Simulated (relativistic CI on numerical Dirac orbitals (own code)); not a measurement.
# Ions of antimony: ground levels and radial parameters

Each member is run with a single configuration, to see the trend of ground level, magnetic moment, spin-orbit coupling and shell size.

The numbers are computed with relativistic CI on numerical Dirac orbitals (own code) version 3 (Dirac-Coulomb-Breit CI, KLI orbitals optimised for each configuration, model QED (radiative potential, 1s self-energy scaled to tabulated hydrogen-like ionisation energies), valence Slater integrals scaled by 0.9), except any that are marked as measured or tabulated.

### Step 1. The atom as given

- members: Sb⁴⁰⁺ [Ne] 3s, Sb⁴²⁺ [He] 2s2 2p5, Sb⁴³⁺ [He] 2s2 2p4, Sb⁴⁴⁺ [He] 2s2 2p3, Sb⁴⁵⁺ [He] 2s2 2p2, Sb⁴⁶⁺ [He] 2s2 2p
- Slater scale: 0.9

### Step 2. Sb⁴⁰⁺, [Ne] 3s

Input settings:

```ini
atom Sb  Z=51  charge=40  electrons=11
nucleus A=121  rms_radius_fm=4.6802
hamiltonian dirac-coulomb  breit=on  qed=on  c_scale=1
orbitals kli  potential=per-configuration
slater_scale 0.9
correlation none
mixing on
configurations
  [Ne] 3s
end
```

Started as:

```console
$ python run_levels.py task.json out
```

One command runs all members of the session, one after another, from task.json.

### Step 3. Sb⁴²⁺, [He] 2s2 2p5

Settings: those of step 2 with these lines changed.

```diff
@@ -1,2 +1,2 @@
-atom Sb  Z=51  charge=40  electrons=11
+atom Sb  Z=51  charge=42  electrons=9
 nucleus A=121  rms_radius_fm=4.6802
@@ -8,3 +8,3 @@
 configurations
-  [Ne] 3s
+  [He] 2s2 2p5
 end
```

### Step 4. Sb⁴³⁺, [He] 2s2 2p4

Input settings:

```ini
atom Sb  Z=51  charge=43  electrons=8
nucleus A=121  rms_radius_fm=4.6802
hamiltonian dirac-coulomb  breit=on  qed=on  c_scale=1
orbitals kli  potential=per-configuration
slater_scale 0.9
correlation none
mixing on
configurations
  [He] 2s2 2p4
end
```

### Step 5. Sb⁴⁴⁺, [He] 2s2 2p3

Input settings:

```ini
atom Sb  Z=51  charge=44  electrons=7
nucleus A=121  rms_radius_fm=4.6802
hamiltonian dirac-coulomb  breit=on  qed=on  c_scale=1
orbitals kli  potential=per-configuration
slater_scale 0.9
correlation none
mixing on
configurations
  [He] 2s2 2p3
end
```

### Step 6. Sb⁴⁵⁺, [He] 2s2 2p2

Input settings:

```ini
atom Sb  Z=51  charge=45  electrons=6
nucleus A=121  rms_radius_fm=4.6802
hamiltonian dirac-coulomb  breit=on  qed=on  c_scale=1
orbitals kli  potential=per-configuration
slater_scale 0.9
correlation none
mixing on
configurations
  [He] 2s2 2p2
end
```

### Step 7. Sb⁴⁶⁺, [He] 2s2 2p

Input settings:

```ini
atom Sb  Z=51  charge=46  electrons=5
nucleus A=121  rms_radius_fm=4.6802
hamiltonian dirac-coulomb  breit=on  qed=on  c_scale=1
orbitals kli  potential=per-configuration
slater_scale 0.9
correlation none
mixing on
configurations
  [He] 2s2 2p
end
```

(Steps that only read results are left out.)

**Question.** What will these runs give? Wanted: lowest levels; largest moment; <r>, first and last.

The runs gave:

| quantity | value |
| --- | --- |
| lowest levels | Sb⁴⁰⁺ 2S1/2, Sb⁴²⁺ 2P°3/2, Sb⁴³⁺ 3P2, Sb⁴⁴⁺ 2P°3/2 + 4S°, Sb⁴⁵⁺ 3P0, Sb⁴⁶⁺ 2P°1/2 |
| largest moment | 3.28 μB (Sb⁴³⁺) |
| <r>, first and last | 3s 0.289, 2p 0.1000 bohr |

**Reading.** The open shell changes along the series (3s, 2p), so ζ and <r> compare only within one shell. The largest moment belongs to Sb⁴³⁺. For Sb⁴⁴⁺ the LS label holds under 70 % of the lowest level: spin-orbit coupling mixes terms.
